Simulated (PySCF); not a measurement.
# [Ce(HCN)]3+: other functionals and bases at one geometry

The task here is to estimate one member of a computed series from the others.

The runs use PySCF 2.14.0; several levels, as the steps say, no spin–orbit coupling.

1 further run of the same task is left out (for a known fault of the program).

## The system as given

4 atoms, charge 3, spin multiplicity 1.

Bond lengths: Ce1–N2 2.345 Å, N2–C3 1.165 Å, C3–H4 1.113 Å. Angles: Ce1–N2–C3 180.0°, N2–C3–H4 180.0°.

As a file:

```xyz
4
CHCeN
Ce    0.0000    0.0000   -0.3347
N     0.0000    0.0000    2.0099
C     0.0000    0.0000    3.1746
H     0.0000    0.0000    4.2875
```

Formal oxidation states: Ce +3. Each metal's 1 4f electrons lie in its core potential, so multiplicities, spins and levels count the valence alone. An earlier session relaxed this geometry at PBE0, Ce lcecp-1-SVP with ECP47, N def2-SVP, C def2-SVP, H def2-SVP (singlet, point group C∞v).

At PBE0 on the finer grid: E = -124.214170 Eh, HOMO -26.38 eV, LUMO -19.30 eV, Mulliken charge on Ce1 +2.57 e, largest force component 0.003 eV/Å. 

Levels to run: revPBE; TPSSh; PBE0, TZVP. Hardware: 2 threads of Arm Neoverse V1, shared host.

The first run:

Contents of run.py (the lines that set the calculation):

```python
mol = gto.M(atom='''
Ce     0.00000     0.00000    -0.33474
N      0.00000     0.00000     2.00995
C      0.00000     0.00000     3.17458
H      0.00000     0.00000     4.28746''',
    basis={'Ce': 'lcecp-1-SVP', 'N': 'def2-SVP', 'C': 'def2-SVP', 'H': 'def2-SVP'},
    ecp={'Ce': 'lcecp-1-SVP'},
    charge=3, spin=0)
mf = dft.RKS(mol, xc='PBE_R,PBE')
mf.grids.atom_grid = (75, 302)  # f atoms: unpruned, at least (60, 302)
mf = mf.density_fit()  # fitting sets: Ce AutoAux, N def2-universal-JKFIT, C def2-universal-JKFIT, H def2-universal-JKFIT
mf.conv_tol = 1e-08; mf.max_cycle = 55
mf.kernel(dm0)  # dm0: the density of the relaxed state
```

The run is started by

```console
$ OMP_NUM_THREADS=2 python run.py
```

Among the steps run: revPBE; TPSSh; PBE0, TZVP.

One table of the session follows, with a row left open; its other results are not shown here.

| level | HOMO (eV) | gap (eV) | charge on Ce1 (e) | dipole (D) | largest force component (eV/Å) |
| --- | --- | --- | --- | --- | --- |
| PBE0 (relaxed here) | -26.38 | 7.08 | 2.57 | 3.61 | 0.00 |
| revPBE | -25.07 | 4.81 | 2.52 | 3.85 | 1.61 |
| TPSSh | ? | ? | ? | ? | ? |
| PBE0, TZVP | -26.30 | 7.04 | 2.63 | 3.67 | 0.89 |

Q: Estimate the row for TPSSh from the others.

The run gave: HOMO (eV): -25.58; gap (eV): 5.91; charge on Ce1 (e): 2.56; dipole (D): 3.68; largest force component (eV/Å): 0.61. In the column «HOMO (eV)» it lies between PBE0, TZVP (-26.30) and revPBE (-25.07).

The dipole of a charged species depends on the origin, so these sizes hold for this origin alone.

In one basis the HOMO–LUMO gap runs from 4.81 eV (revPBE) to 7.08 eV (PBE0). The largest leftover force, 1.61 eV/Å with revPBE, stands at a geometry relaxed at another level. With 4f in the core, its levels are missing from HOMO and gap, and its count is fixed, so no charge can pass from the ligands into it. Total energies of different levels can't be compared.
